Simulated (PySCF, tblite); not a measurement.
# C5H4F2O2: dynamics, then NMR shifts on frames

How do NMR shifts of C5H4F2O2 (`FC(F)Oc1ccoc1`) change as the atoms move?

Computed with tblite 0.8.0 and PySCF 2.14.0, with density-fitted response routines of our own, on a single molecule in the gas phase. Atoms are numbered from 0 throughout.

**1. The starting structure**

13 atoms, charge 0, multiplicity 1; geometry from: GFN2-xTB.

Bonds of the start (Å): F0–C1 1.36, C1–F2 1.34, C1–O3 1.35, O3–C4 1.38, C4–C5 1.42, C5–C6 1.36, C6–O7 1.34, O7–C8 1.34, C8–C4 1.37, C1–H9 1.11, C5–H10 1.07, C6–H11 1.07, C8–H12 1.07.

**2. Dynamics with GFN2-xTB**

What the job is given:

```
{"job": {"kind": "md", "xc": "GFN2-xTB", "basis": "xTB", "temperature": 300, "steps": 2000, "every": 50, "frames": 5}, "charge": 0, "multiplicity": 1}
F      2.554707     0.631814     0.108723
C      1.558016     1.233794    -0.592883
F      2.155936     1.913767    -1.577733
O      0.722808     0.334308    -1.152541
C     -0.206362    -0.242233    -0.313199
C     -0.249112    -0.250446     1.105635
C     -1.361045    -0.971555     1.421686
O     -1.986390    -1.396538     0.318914
C     -1.290974    -0.954867    -0.739796
H      1.070276     1.955352     0.091323
H      0.449348     0.190849     1.786122
H     -1.786700    -1.237761     2.368410
H     -1.634895    -1.205997    -1.720980
```

Level: GFN2-xTB Langevin dynamics, gas phase.

Started as:

```console
$ OMP_NUM_THREADS=1 python probes_run.py task.json out
```

The driver reads the jobs from task.json and runs them one after another.

Output:

```text
t/fs     T/K      E/eV
    0.0   250.0   -825.41254
   25.0   164.6   -825.17691
   50.0   159.7   -825.04505
   75.0   181.9   -825.12407
  100.0   279.0   -825.21049
  125.0   202.2   -825.10305
  150.0   189.8   -825.11105
  175.0   203.2   -825.01275
  200.0   285.4   -825.13606
  225.0   214.9   -824.94610
  250.0   336.0   -825.02283
  275.0   354.5   -825.03129
  300.0   368.6   -824.99582
  325.0   310.0   -825.07585
  350.0   342.3   -825.14158
  375.0   334.0   -825.11070
  400.0   361.6   -825.01612
  425.0   328.9   -824.88242
  450.0   290.3   -825.02791
  475.0   321.2   -825.04842
  500.0   262.6   -824.96709
  525.0   282.1   -825.02969
  550.0   309.8   -824.94458
  575.0   382.0   -824.90956
  600.0   351.4   -824.77733
  625.0   429.0   -824.96926
  650.0   224.0   -824.78120
  675.0   308.6   -824.95328
  700.0   327.7   -824.98933
  725.0   299.1   -824.75693
  750.0   371.7   -824.91464
  775.0   359.5   -824.88405
  800.0   296.8   -824.72279
  825.0   309.3   -824.86897
  850.0   306.9   -824.82891
  875.0   469.6   -824.96973
  900.0   315.6   -824.97865
  925.0   372.1   -825.00664
  950.0   212.8   -824.79889
  975.0   292.1   -824.86873
 1000.0   300.3   -824.89360
```

It took 29 s on 1 thread of Intel Xeon at 2.50GHz, shared host.

Distance from the start (root mean square after alignment): 0 fs 0.00 Å, 200 fs 0.11 Å, 400 fs 0.16 Å, 600 fs 0.47 Å, 800 fs 0.74 Å, 1000 fs 1.00 Å.

Positions (Å) and forces (eV/Å) at 1000 fs:

```xyz
13

F     2.061   -0.997    0.141   -0.397    0.743   -0.105
C     0.971   -0.159    0.296    1.043   -0.065    0.506
F     1.326    1.099    0.034    1.091    0.827   -0.461
O     0.025   -0.489   -0.563   -1.342   -0.735    0.264
C    -1.206   -0.807    0.025   -0.216    0.167    0.200
C    -2.154    0.130    0.606    0.692   -1.969    0.087
C    -3.183   -0.690    1.040    1.238    0.653   -0.261
O    -2.927   -1.974    0.712    0.085   -0.330    0.684
C    -1.679   -2.091    0.198   -0.677    1.181   -1.096
H     0.801   -0.113    1.383   -0.625   -0.645    0.152
H    -1.901    1.160    0.741   -0.499    0.064   -0.042
H    -4.000   -0.441    1.710    0.072   -0.331   -0.627
H    -1.315   -2.997   -0.296   -0.466    0.440    0.698
```

**3. Shielding tensors: 250 fs, PBE0/pcSseg-1**

What the job is given:

```
{"job": {"kind": "nmr", "xc": "PBE0", "basis": "pcSseg-1", "pop": false}, "charge": 0, "multiplicity": 1}
F      2.077600     0.676000     0.434800
C      1.218000     1.218100    -0.469800
F      1.944100     1.840200    -1.449600
O      0.399400     0.321300    -1.116100
C     -0.510200    -0.375000    -0.338700
C     -0.461800    -0.599400     1.061300
C     -1.559700    -1.348400     1.385200
O     -2.255200    -1.608800     0.305500
C     -1.573100    -1.162000    -0.751300
H      0.640900     2.038800     0.022600
H      0.279100    -0.218200     1.794600
H     -1.946900    -1.795400     2.344400
H     -2.139200    -1.246200    -1.615200
```

With the program's defaults for keys left out, this is: GIAO PBE0/pcSseg-1 NMR shielding, non-relativistic, gas phase.

Output:

```text
coarse grid: 12256 points
cycle   1  E = -542.1715582268  dE =  1.855e+00  |g| = 8.939e-01  |ddm| = 3.415e+00
cycle   2  E = -542.0394116106  dE =  1.321e-01  |g| = 1.297e+00  |ddm| = 1.164e+00
cycle   3  E = -542.3076202019  dE = -2.682e-01  |g| = 1.099e-01  |ddm| = 7.231e-01
cycle   4  E = -542.3088349385  dE = -1.215e-03  |g| = 7.990e-02  |ddm| = 1.382e-01
cycle   5  E = -542.3102055818  dE = -1.371e-03  |g| = 1.333e-02  |ddm| = 6.730e-02
cycle   6  E = -542.3102366972  dE = -3.112e-05  |g| = 4.802e-03  |ddm| = 1.321e-02
cycle   7  E = -542.3102413158  dE = -4.619e-06  |g| = 8.466e-04  |ddm| = 3.929e-03
final grid: 123152 points
cycle   8  E = -542.3976478843  dE = -3.190e-05  |g| = 1.325e-02  |ddm| = 2.945e-02
cycle   9  E = -542.3976024471  dE =  4.544e-05  |g| = 2.089e-02  |ddm| = 1.969e-02
cycle  10  E = -542.3976775694  dE = -7.512e-05  |g| = 1.792e-03  |ddm| = 1.285e-02
cycle  11  E = -542.3976782594  dE = -6.900e-07  |g| = 4.193e-04  |ddm| = 1.635e-03
cycle  12  E = -542.3976782907  dE = -3.136e-08  |g| = 1.766e-04  |ddm| = 4.638e-04
cycle  13  E = -542.3976782969  dE = -6.173e-09  |g| = 4.681e-05  |ddm| = 1.576e-04
cycle  14  E = -542.3976782972  dE = -3.079e-10  |g| = 1.223e-05  |ddm| = 3.118e-05
converged SCF energy = -542.3976782972

GIAO shielding tensors (ppm)
atom      isotropic    diamagn.    paramagn.     s11        s22        s33       span
  0 F      263.372     473.931    -210.559    190.592    255.520    344.005    153.414
  1 C       58.770     237.811    -179.041     39.335     66.119     70.855     31.520
  2 F      260.357     468.523    -208.166    152.408    276.617    352.045    199.637
  3 O      186.856     398.290    -211.434    150.075    183.095    227.397     77.321
  4 C       34.310     250.849    -216.538    -29.440     31.929    100.441    129.881
  5 C       75.543     256.442    -180.899     -1.577     73.538    154.668    156.245
  6 C       41.162     255.507    -214.344    -32.182     45.570    110.100    142.282
  7 O       47.176     396.270    -349.094   -104.203    -42.482    288.213    392.416
  8 C       56.287     250.381    -194.094      7.580     42.531    118.752    111.172
  9 H       24.650      27.730      -3.081     22.101     23.885     27.964      5.863
 10 H       24.500      31.086      -6.586     20.721     24.887     27.892      7.171
 11 H       23.397      27.856      -4.459     19.993     24.305     25.894      5.901
 12 H       25.239      31.376      -6.138     21.675     26.704     27.337      5.662
```

Run time: 54 s. Hardware: 1 thread of Intel Xeon at 2.50GHz, shared host; peak memory 0.77 GiB.

Shifts follow as δ = σ(reference) − σ, with reference shieldings (ppm) from runs at the same level and on the same kind of geometry: ¹H TMS 31.72, ¹³C TMS 186.9, ¹⁹F CFCl3 170.9, ¹⁷O H2O 336.1. The references are single molecules in the gas phase, so shifts against H2O, NH3, PH3, H3PO4 or CFCl3 are not on the usual liquid scales and can be off by tens of ppm. Each atom is listed at this fixed geometry, with no averaging over motion; a spectrum would average atoms that exchange fast.

```tsv
atoms	environment	σ (ppm)	δ (ppm)
C4	aromatic carbon bearing oxygen	34.3	152.6
C6	aromatic CH next to the ring oxygen	41.2	145.8
C8	aromatic CH next to the ring oxygen	56.3	130.6
C1	sp3 CH bonded to 2 F and O	58.8	128.2
C5	aromatic CH	75.5	111.4
H11	hydrogen on an aromatic CH next to the ring oxygen	23.40	8.32
H10	hydrogen on an aromatic CH	24.50	7.22
H9	hydrogen on an sp3 CH bonded to 2 F and O	24.65	7.07
H12	hydrogen on an aromatic CH next to the ring oxygen	25.24	6.48
F2	fluorine of a CF2 group	260.4	-89.4
F0	fluorine of a CF2 group	263.4	-92.4
O7	aromatic ring oxygen	47.2	288.9
O3	ether oxygen	186.9	149.2
```

Ring of atoms C4, C5, C6, O7, C8: NICS(0) -13.6, NICS(1) -10.2, NICS(1)zz -26.3 ppm (means of both faces).

**4. NMR shieldings: 425 fs, PBE0/pcSseg-1**

What the job is given:

```
{"job": {"kind": "nmr", "xc": "PBE0", "basis": "pcSseg-1", "pop": false}, "charge": 0, "multiplicity": 1}
F      2.145200     0.529900     0.581400
C      0.911800     0.900200     0.071400
F      1.326100     1.912000    -0.743400
O      0.236100     0.034300    -0.678200
C     -0.781300    -0.747300    -0.076200
C     -1.126900    -0.975600     1.283800
C     -2.130300    -1.902200     1.324700
O     -2.402500    -2.272000     0.064900
C     -1.553300    -1.574200    -0.769100
H      0.290900     1.124300     0.941500
H     -0.739700    -0.422000     2.134200
H     -2.667600    -2.422800     2.125400
H     -1.537900    -1.953400    -1.814600
```

With the program's defaults for keys left out, this is: GIAO PBE0/pcSseg-1 NMR shielding, non-relativistic, gas phase.

Output:

```text
coarse grid: 12256 points
cycle   1  E = -542.1646149974  dE =  1.825e+00  |g| = 9.002e-01  |ddm| = 3.405e+00
cycle   2  E = -542.0294883327  dE =  1.351e-01  |g| = 1.312e+00  |ddm| = 1.220e+00
cycle   3  E = -542.3008810657  dE = -2.714e-01  |g| = 1.207e-01  |ddm| = 7.494e-01
cycle   4  E = -542.3024101805  dE = -1.529e-03  |g| = 8.549e-02  |ddm| = 1.449e-01
cycle   5  E = -542.3039400344  dE = -1.530e-03  |g| = 1.213e-02  |ddm| = 6.829e-02
cycle   6  E = -542.3039653079  dE = -2.527e-05  |g| = 4.738e-03  |ddm| = 1.224e-02
cycle   7  E = -542.3039697931  dE = -4.485e-06  |g| = 9.401e-04  |ddm| = 3.641e-03
final grid: 123152 points
cycle   8  E = -542.3914270972  dE = -3.075e-05  |g| = 1.304e-02  |ddm| = 2.647e-02
cycle   9  E = -542.3913801439  dE =  4.695e-05  |g| = 2.093e-02  |ddm| = 1.883e-02
cycle  10  E = -542.3914558528  dE = -7.571e-05  |g| = 2.099e-03  |ddm| = 1.259e-02
cycle  11  E = -542.3914568083  dE = -9.555e-07  |g| = 4.084e-04  |ddm| = 1.852e-03
cycle  12  E = -542.3914568379  dE = -2.959e-08  |g| = 1.628e-04  |ddm| = 4.475e-04
cycle  13  E = -542.3914568432  dE = -5.291e-09  |g| = 4.922e-05  |ddm| = 1.591e-04
cycle  14  E = -542.3914568435  dE = -3.481e-10  |g| = 1.343e-05  |ddm| = 3.383e-05
converged SCF energy = -542.3914568435

GIAO shielding tensors (ppm)
atom      isotropic    diamagn.    paramagn.     s11        s22        s33       span
  0 F      243.835     472.686    -228.851    135.846    244.757    350.901    215.056
  1 C       59.402     238.795    -179.394     33.495     62.177     82.533     49.038
  2 F      253.745     471.115    -217.370    144.186    268.131    348.918    204.732
  3 O      186.919     400.902    -213.983    126.917    189.698    244.142    117.225
  4 C       36.253     247.234    -210.981    -27.305     44.732     91.333    118.638
  5 C       81.470     255.523    -174.053      5.306     77.560    161.544    156.238
  6 C       36.983     255.821    -218.838    -39.487     38.856    111.580    151.068
  7 O       34.111     397.031    -362.920   -100.236    -48.056    250.624    350.860
  8 C       46.505     252.589    -206.085     -9.685     41.005    108.195    117.879
  9 H       24.751      29.524      -4.774     20.921     25.961     27.369      6.447
 10 H       25.285      30.842      -5.556     22.063     26.225     27.568      5.505
 11 H       23.489      27.941      -4.452     20.617     24.362     25.488      4.871
 12 H       23.443      28.892      -5.449     19.928     24.926     25.474      5.546
```

Wall time 49 s (1 thread of Intel Xeon at 2.50GHz, shared host); peak memory 0.79 GiB.

This run: δ C4 150.7, C6 149.9, C8 140.4, C1 127.5, H12 8.27, H11 8.23 ppm.

(Part 1 of 2 ends here.)
